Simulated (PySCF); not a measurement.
# C₄HClF₃O+: magnetic properties

Wanted: magnetic properties for C₄HClF₃O+ (`FC(F)(F)O[c+]1cc1Cl`).

Programs: PySCF 2.14.0, with routines of our own; each step states its level. All values are computed. Atoms count from 0.

### Step 1. The system as given

10 atoms, charge 1, multiplicity 1; geometry from: GFN2-xTB.

### Step 2. Magnetic properties: GIAO B3LYP/pcSseg-1

The job: settings as JSON, then the geometry in Å.

```
{"job": {"kind": "mag", "xc": "B3LYP", "basis": "pcSseg-1", "isotopologues": 0}, "charge": 1, "multiplicity": 1}
F     -1.664502     0.989474    -0.985219
C     -1.725774    -0.151087    -0.332353
F     -1.966615     0.100298     0.936226
F     -2.631349    -0.928453    -0.834933
O     -0.475915    -0.827433    -0.447034
C      0.589187    -0.261734    -0.030320
C      1.270471     0.794154     0.544628
C      1.991242    -0.333741     0.151172
Cl     3.368495    -1.152193    -0.004489
H      1.253643     1.775367     0.979793
```

Method: GIAO B3LYP/pcSseg-1 magnetisability, rotational g tensor and spin-rotation constants, non-relativistic, gas phase.

The run is started by

```sh
$ OMP_NUM_THREADS=1 python excited_run.py task.json out
```

This one command runs all jobs of the session in turn.

Output:

```text
coarse grid: 10936 points
cycle   1  E = -987.2457768819  dE =  2.444e+00  |g| = 1.093e+00  |ddm| = 3.123e+00
cycle   2  E = -986.9844291488  dE =  2.613e-01  |g| = 1.723e+00  |ddm| = 1.699e+00
cycle   3  E = -987.4547145271  dE = -4.703e-01  |g| = 8.504e-02  |ddm| = 9.907e-01
cycle   4  E = -987.4553928046  dE = -6.783e-04  |g| = 5.300e-02  |ddm| = 1.135e-01
cycle   5  E = -987.4559246306  dE = -5.318e-04  |g| = 1.833e-02  |ddm| = 6.501e-02
cycle   6  E = -987.4559893203  dE = -6.469e-05  |g| = 4.840e-03  |ddm| = 1.621e-02
cycle   7  E = -987.4559930288  dE = -3.709e-06  |g| = 1.450e-03  |ddm| = 4.267e-03
final grid: 107976 points
cycle   8  E = -987.5393133149  dE = -3.117e-05  |g| = 6.489e-03  |ddm| = 1.645e-02
cycle   9  E = -987.5393032023  dE =  1.011e-05  |g| = 9.713e-03  |ddm| = 1.301e-02
cycle  10  E = -987.5393210824  dE = -1.788e-05  |g| = 4.210e-04  |ddm| = 8.764e-03
cycle  11  E = -987.5393211072  dE = -2.481e-08  |g| = 2.753e-04  |ddm| = 6.898e-04
cycle  12  E = -987.5393211194  dE = -1.213e-08  |g| = 7.283e-05  |ddm| = 2.040e-04
cycle  13  E = -987.5393211204  dE = -1.012e-09  |g| = 1.968e-05  |ddm| = 8.032e-05
cycle  14  E = -987.5393211205  dE = -8.527e-11  |g| = 5.694e-06  |ddm| = 2.082e-05
converged SCF energy = -987.5393211205

Magnetisability tensor (1e-30 J/T^2)
     -991.79       13.72       52.81
       13.72    -1031.34      120.53
       52.81      120.53    -1235.05
isotropic -1086.06   principal values   -1296.89  -1015.41   -945.89
isotropic susceptibility -65.404 1e-6 cm^3/mol

Inertial axes            a          b          c
rot. const./GHz      4.0359     0.6096     0.5827
chi total           -59.779    -58.333    -78.101
chi diamagnetic    -354.824  -1773.143  -1861.356
chi paramagnetic    295.046   1714.809   1783.256
quadrupole/D A       17.980     -3.927    -14.054
g nuclear            0.5097     0.4869     0.4912
g electronic        -0.5594    -0.4911    -0.4882
g total             -0.0497    -0.0042     0.0030

Spin-rotation constants (kHz, H = +C I.J)
atom  isotope        aa         bb         cc
  0    19F        6.252      0.844      0.645
  2    19F        6.251      0.857      0.638
  3    19F        5.032      0.697      0.911
  8   35Cl        1.344      0.303      0.078
  9     1H       -0.497      0.056     -0.078
  1    13C*       1.335      0.181      0.179
  4    17O*      -1.217     -0.198     -0.070
  5    13C*       2.002      0.284      0.090
  6    13C*       2.162      0.244      0.062
  7    13C*       1.988      0.306      0.076
* in the singly substituted isotopologue
```

Run time: 25 s. Hardware: 1 thread of Arm Neoverse V1, shared host; peak memory 0.74 GiB.

From this job:

```csv
quantity,value
magnetisability,-1086·10⁻³⁰ J/T²
molar susceptibility,-65.4·10⁻⁶ cm³/mol
"rotational g (a, b, c)","-0.0497, -0.0042, 0.0030"
```

### Step 3. Magnetic properties: GIAO PBE/pcseg-1, grid 4

Settings changed since step 2:

```diff
@@ -1,2 +1,2 @@
-{"job": {"kind": "mag", "xc": "B3LYP", "basis": "pcSseg-1", "isotopologues": 0}, "charge": 1, "multiplicity": 1}
+{"job": {"kind": "mag", "xc": "PBE", "basis": "pcseg-1", "grid": 4}, "charge": 1, "multiplicity": 1}
 F     -1.664502     0.989474    -0.985219
```

Method: GIAO PBE/pcseg-1 magnetisability, rotational g tensor and spin-rotation constants, non-relativistic, gas phase.

Output:

```text
coarse grid: 10936 points
cycle   1  E = -986.4892110061  dE =  2.233e+00  |g| = 9.250e-01  |ddm| = 3.743e+00
cycle   2  E = -986.0834238581  dE =  4.058e-01  |g| = 1.816e+00  |ddm| = 2.019e+00
cycle   3  E = -986.6457817475  dE = -5.624e-01  |g| = 1.109e-01  |ddm| = 1.308e+00
cycle   4  E = -986.6465636056  dE = -7.819e-04  |g| = 8.722e-02  |ddm| = 2.095e-01
cycle   5  E = -986.6483734796  dE = -1.810e-03  |g| = 2.440e-02  |ddm| = 1.277e-01
cycle   6  E = -986.6484720647  dE = -9.859e-05  |g| = 1.066e-02  |ddm| = 2.689e-02
cycle   7  E = -986.6484947202  dE = -2.266e-05  |g| = 2.218e-03  |ddm| = 1.200e-02
cycle   8  E = -986.6484959199  dE = -1.200e-06  |g| = 4.604e-04  |ddm| = 3.282e-03
final grid: 273600 points
cycle   9  E = -986.7601509908  dE = -3.741e-06  |g| = 1.632e-02  |ddm| = 3.563e-02
cycle  10  E = -986.7599277784  dE =  2.232e-04  |g| = 3.694e-02  |ddm| = 4.108e-02
cycle  11  E = -986.7601989304  dE = -2.712e-04  |g| = 4.378e-03  |ddm| = 3.273e-02
cycle  12  E = -986.7602028627  dE = -3.932e-06  |g| = 5.463e-04  |ddm| = 3.925e-03
cycle  13  E = -986.7602029222  dE = -5.952e-08  |g| = 1.713e-04  |ddm| = 8.732e-04
cycle  14  E = -986.7602029285  dE = -6.242e-09  |g| = 7.969e-05  |ddm| = 2.949e-04
cycle  15  E = -986.7602029300  dE = -1.585e-09  |g| = 1.014e-05  |ddm| = 9.107e-05
cycle  16  E = -986.7602029300  dE = -1.205e-11  |g| = 7.654e-06  |ddm| = 2.185e-05
converged SCF energy = -986.7602029300

Magnetisability tensor (1e-30 J/T^2)
     -979.34       12.29       52.07
       12.29    -1018.21      120.32
       52.07      120.32    -1222.17
isotropic -1073.24   principal values   -1283.79  -1001.16   -934.77
isotropic susceptibility -64.632 1e-6 cm^3/mol

Inertial axes            a          b          c
rot. const./GHz      4.0359     0.6096     0.5827
chi total           -59.010    -57.575    -77.312
chi diamagnetic    -354.788  -1772.035  -1860.255
chi paramagnetic    295.778   1714.461   1782.943
quadrupole/D A       19.189     -4.536    -14.654
g nuclear            0.5097     0.4869     0.4912
g electronic        -0.5608    -0.4910    -0.4881
g total             -0.0511    -0.0041     0.0031

Spin-rotation constants (kHz, H = +C I.J)
atom  isotope        aa         bb         cc
  0    19F        6.074      0.834      0.662
  2    19F        6.072      0.845      0.657
  3    19F        4.942      0.710      0.886
  8   35Cl        1.471      0.302      0.066
  9     1H       -0.494      0.056     -0.079
  1    13C*       1.295      0.172      0.172
  4    17O*      -1.220     -0.189     -0.068
  5    13C*       1.869      0.264      0.083
  6    13C*       2.005      0.229      0.057
  7    13C*       1.856      0.285      0.075
* in the singly substituted isotopologue
```

It took 40 s on 1 thread of Arm Neoverse V1, shared host; peak memory 0.5 GiB.

In short:

```csv
quantity,value
magnetisability,-1073·10⁻³⁰ J/T²
molar susceptibility,-64.6·10⁻⁶ cm³/mol
"rotational g (a, b, c)","-0.0511, -0.0041, 0.0031"
```

### Step 4. The levels compared

```csv
level,ξ (10⁻³⁰ J/T²),g(a),g(b),gap (eV),functions,time
GIAO B3LYP/pcSseg-1,-1086,-0.0497,-0.0042,7.05,165,25 s
"GIAO PBE/pcseg-1, grid 4",-1073,-0.0511,-0.0041,5.07,135,40 s
```

### Step 5. What came out

| quantity | value |
| --- | --- |
| magnetisability (step 2, GIAO B3LYP/pcSseg-1) | -1086·10⁻³⁰ J/T² |
| molar susceptibility (step 2, GIAO B3LYP/pcSseg-1) | -65.4·10⁻⁶ cm³/mol |
| rotational g (a, b, c) (step 2, GIAO B3LYP/pcSseg-1) | -0.0497, -0.0042, 0.0030 |
| magnetisability over the levels | -1086 to -1073·10⁻³⁰ J/T² |

**Reading.** For an ion, the motion of the centre of mass in the field is left out. The magnetisability spreads by 1.2 % over 2 levels, from GIAO B3LYP/pcSseg-1 (25 s) to GIAO PBE/pcseg-1, grid 4 (40 s); the runs took 25 s to 40 s. Two levels can agree by chance, so this spread shows no convergence. Vibrational averaging and real surroundings are missing from these values.
